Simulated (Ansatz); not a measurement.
**WNH+ (doublet): the correlation ladder, def2-SVP**

The task here is to estimate one member of a computed series from the others.

Program: Ansatz 0.2.0, Gaussian basis. Level of theory: def2-SVP, core rule «outside noble gas», up to 5 orbitals frozen. These are calculated values, not measurements.

Plan: UHF; CCSD(T) on ROHF; CCSD(T) on UHF; CISD; CCSDT(Q) on ROHF; CCSDT(Q) on UHF; CASSCF and NEVPT2, 11 electrons in 11 orbitals.

12 further runs of the same task are left out: 3 that didn't finish, 9 set aside as unsound or not needed.

## What is computed

The geometry is a PBE0/def2-TZVP stationary point (not a proven minimum) of the parent state, kept for this charge and spin. No spin-orbit coupling is included. Elements past krypton take def2 core potentials.

3 atoms, charge 1, spin multiplicity 2.

Atoms are counted from 1 here; the program's logs count them from 0.

Bond lengths: W1–N2 1.684 Å, N2–H3 1.008 Å. Angles: W1–N2–H3 180.0°.

Set-up of the first run:

Contents of in.yaml:

```yaml
crystal:
  periodic: [false, false, false]
  atoms:
    - {symbol: W, position_ang: [0.000000, 0.000000, 1.458467]}
    - {symbol: N, position_ang: [0.000000, 0.000000, -0.225333]}
    - {symbol: H, position_ang: [0.000000, 0.000000, -1.233133]}
basis:
  gaussian: {orbitals: def2-SVP}
total_charge: 1
magnetization: {spin_polarized: true, initial_magnetization: 1}
hamiltonian: {xc: hf}
output: {orbitals: {seedname: orbitals}}
```

Started as:

```console
ansatz run in.yaml --threads 1 --pin off --events-out ev --progress --plain --max-ram 2393MiB
```

Among the steps run: UHF; CCSD(T) on ROHF; CCSD(T) on UHF; CISD; CCSDT(Q) on ROHF; CCSDT(Q) on UHF; CASSCF and NEVPT2, 11 electrons in 11 orbitals.

One of the session's tables, all rows but one given; the rest of the session is left out.

| method | from RCCSDT(Q) (meV) |
| --- | --- |
| ROHF | +9396.8 |
| UHF | +8110.1 |
| RMP2 | +499.0 |
| UMP2 | +688.4 |
| RCCSD | +679.6 |
| UCCSD | -136.8 |
| RCCSD(T) | +82.6 |
| UCCSD(T) | ? |
| RCCSDT | +9.7 |
| UCCSDT | -973.8 |
| RCCSDT(Q) | 0 |
| UCCSDT(Q) | -1044.4 |
| CASSCF valence | +4322.3 |
| NEVPT2 valence | +924.0 |

Q: Estimate the row for UCCSD(T) from the others.

The run gave: from RCCSDT(Q) (meV): -755.8. In the column «from RCCSDT(Q) (meV)» it lies between UCCSDT (-973.8) and UCCSD (-136.8).

Not comparable, so not listed: CISD (they don't share determinant, frozen orbitals or solution with the rows shown, or repeat one).

Limits of these values: The determinant is far from a pure spin state, so its energy mixes those of several spin states (harmless only where they are near-degenerate, as at dissociation). The program flags UCCSD(T), UCCSDT(Q) as in doubt, so those rows may rest on another solution; read them beside their warnings. Warnings: spin contamination; coupled cluster took another determinant than the lowest. Restricted and unrestricted rows rest on different reference determinants; where their highest levels disagree by more than a few hundredths of an eV, they describe different states and don't form one ladder.
